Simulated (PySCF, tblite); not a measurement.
# C₆H₁₀O₂Si₂: infrared bands and NMR shifts

Aim: predict the infrared bands and NMR shifts of C₆H₁₀O₂Si₂ (`[SiH3]Oc1ccccc1O[SiH3]`).

Computed with tblite 0.8.0 and PySCF 2.14.0, with density-fitted response routines of our own, on a single molecule in the gas phase. Atoms are numbered from 0 throughout.

### Step 1. The molecule as given

20 atoms, charge 0, multiplicity 1; geometry from: GFN2-xTB.

Bonds of the start (Å): Si0–O1 1.63, O1–C2 1.34, C2–C3 1.39, C3–C4 1.38, C4–C5 1.38, C5–C6 1.38, C6–C7 1.38, C7–O8 1.35, O8–Si9 1.63, C7–C2 1.40, Si0–H10 1.46, Si0–H11 1.46, Si0–H12 1.46, C3–H13 1.08, C4–H14 1.08, C5–H15 1.08, C6–H16 1.08, Si9–H17 1.47, Si9–H18 1.47, Si9–H19 1.45.

### Step 2. Vibrational analysis with GFN2-xTB

The job: settings as JSON, then the geometry in Å.

```
{"job": {"kind": "ir", "xc": "GFN2-xTB", "basis": "xTB"}, "charge": 0, "multiplicity": 1}
Si     2.616049     1.053917     0.262284
O      1.968649    -0.436707     0.405163
C      0.715917    -0.895106     0.273602
C      0.468767    -2.248618     0.463569
C     -0.811415    -2.756867     0.334844
C     -1.859221    -1.914006     0.014227
C     -1.626260    -0.562820    -0.178038
C     -0.349267    -0.042522    -0.051822
O     -0.062983     1.266780    -0.228014
Si    -1.002409     2.546545    -0.606302
H      3.990953     0.664009     0.560244
H      2.100416     1.985490     1.262649
H      2.498298     1.586466    -1.092981
H      1.300628    -2.889047     0.712549
H     -0.987299    -3.810688     0.486130
H     -2.860938    -2.301581    -0.087296
H     -2.436151     0.105982    -0.428538
H     -2.035752     2.734010     0.415515
H     -1.642034     2.336069    -1.907694
H      0.008906     3.589374    -0.613124
```

**Question.** This job is followed by: GIAO PBE0/pcSseg-1 NMR shielding, non-relativistic, gas phase. Predict these results of the whole session: strongest single infrared mode (GFN2-xTB); zero-point energy (GFN2-xTB); ¹³C shifts against TMS (PBE0/pcSseg-1, means over atoms taken as alike); ¹H shifts against TMS (PBE0/pcSseg-1, means over atoms taken as alike); ²⁹Si shifts against TMS (PBE0/pcSseg-1, means over atoms taken as alike); ¹⁷O shifts against H2O (PBE0/pcSseg-1, means over atoms taken as alike).

The runs gave:

| quantity | value |
| --- | --- |
| strongest single infrared mode (GFN2-xTB) | 2261 cm⁻¹, 473 km/mol |
| zero-point energy (GFN2-xTB) | 84.8 kcal/mol |
| ¹³C shifts against TMS (PBE0/pcSseg-1, means over atoms taken as alike) | 151.1, 126.9, 122.8 ppm |
| ¹H shifts against TMS (PBE0/pcSseg-1, means over atoms taken as alike) | 7.16, 7.08, 5.22 ppm |
| ²⁹Si shifts against TMS (PBE0/pcSseg-1, means over atoms taken as alike) | -42.1 ppm |
| ¹⁷O shifts against H2O (PBE0/pcSseg-1, means over atoms taken as alike) | 76.9 ppm |

No mode is imaginary among the 54: a minimum at this level. The strongest single mode, at 2261 cm⁻¹, moves mainly H11 and H12. Unscaled tight-binding wavenumbers are off by several per cent, some by more. Its intensities can rank the bands wrongly. At PBE0/pcSseg-1: The widest tensor belongs to C4, C5: span 221 ppm, with a paramagnetic part of -194 ppm. NICS(1)zz of -26 ppm above the planar ring from C2 marks a diatropic (aromatic) ring current.
